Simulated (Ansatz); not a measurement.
Consider cell relaxations under several functionals of MoS₂, space group P-3m1 (the Python package of Ansatz (0.2.0)).

The script reads `mos2.xyz`:
```text
3
Lattice="3.22746456 0.0 0.0 -1.61373228 2.7950663 0.0 0.0 0.0 6.31247342" Properties=species:S:1:pos:R:3 pbc="T T T"
Mo    0.00000000    0.00000000    3.15623671
S    -0.00000002    1.86337754    1.61169642
S     1.61373230    0.93168876    4.70077700
```

`mos2_lattice.py`
```python
# -*- coding: utf-8 -*-
"""Relaxed cell of MoS2 under several functionals."""

import argparse

import ansatz as az
import numpy as np

parser = argparse.ArgumentParser(description="Relaxed cell of MoS2 under several functionals.")
parser.add_argument("--filling", required=True, help="how the bands are filled")
parser.add_argument("--kmesh", type=int, nargs=3, required=True, help="k-point sampling")
args = parser.parse_args()

def edges_and_angles(cell):
    cell = np.asarray(cell)
    a, b, c = np.linalg.norm(cell, axis=1)
    cosines = cell[1] @ cell[2] / (b * c), cell[0] @ cell[2] / (a * c), cell[0] @ cell[1] / (a * b)
    return (a, b, c, *np.degrees(np.arccos(cosines)))


def main():
    mos2 = az.Crystal.from_extxyz("mos2.xyz")

    model = mos2.calculation().occupations(args.filling).kpoints(*args.kmesh).relax(cell=True, max_steps=100)

    levels = [("r2scan", "none"), ("pbesol", "none"), ("blyp", "d3bj")]
    print("level            a       b       c    alpha   beta  gamma  V/atom  steps")
    for name, dispersion in levels:
        seen = []
        run = model.functional(name, dispersion=dispersion).session().plan()
        outcome = run.execute(on_event=lambda e: seen.append(e) if e["event"] == "relax_step" else None)
        cell = outcome.lattice.cell_ang
        label = name if dispersion == "none" else f"{name}+{dispersion}"
        print("{:13s} {:7.4f} {:7.4f} {:7.4f} {:6.2f} {:6.2f} {:6.2f}".format(label, *edges_and_angles(cell)), f"{abs(np.linalg.det(cell)) / len(outcome.lattice.sites):7.3f} {len(seen):5d}")


if __name__ == "__main__":
    main()
```

Rank the levels of theory by the volume of the relaxed cell.

From smallest to largest: BLYP+D3BJ (16.96 Å³ an atom, -10.7 % against the start), PBEsol (17.43 Å³ an atom, -8.2 % against the start) and r2SCAN (18.77 Å³ an atom, -1.1 % against the start). The spread is 10.7 % in volume.

The run itself:

```console
$ python mos2_lattice.py --filling fermi_dirac --kmesh 12 12 6
level            a       b       c    alpha   beta  gamma  V/atom  steps
DeckWarning: basis.ecutwfc = 500 eV, auto-derived from the records' recommended cutoffs: set by Mo (their level for a meta-GGA)
r2scan         3.2266  3.2266  6.2463  90.00  90.00 120.00  18.773     6
DeckWarning: basis.ecutwfc = 420 eV, auto-derived from the records' recommended cutoffs: set by Mo (normal level)
pbesol         3.1452  3.1452  6.1046  90.00  90.00 120.00  17.432     7
blyp+d3bj      3.2364  3.2364  5.6086  90.00  90.00 120.00  16.959     7
```
(Warnings from the package without file and line.)

Notes:
- Spin is left out of this run.
- BLYP and dispersion corrections can be off by several per cent in the lattices of metals, and by several GPa in the pressure at a fixed cell.
- The structure comes from a database of computed cells and needn't be a stable or known phase.
- Finished in 110 s on 1 thread of Intel(R) Xeon(R) Processor @ 2.30GHz, with other jobs on the host, peak memory 0.73 GiB.
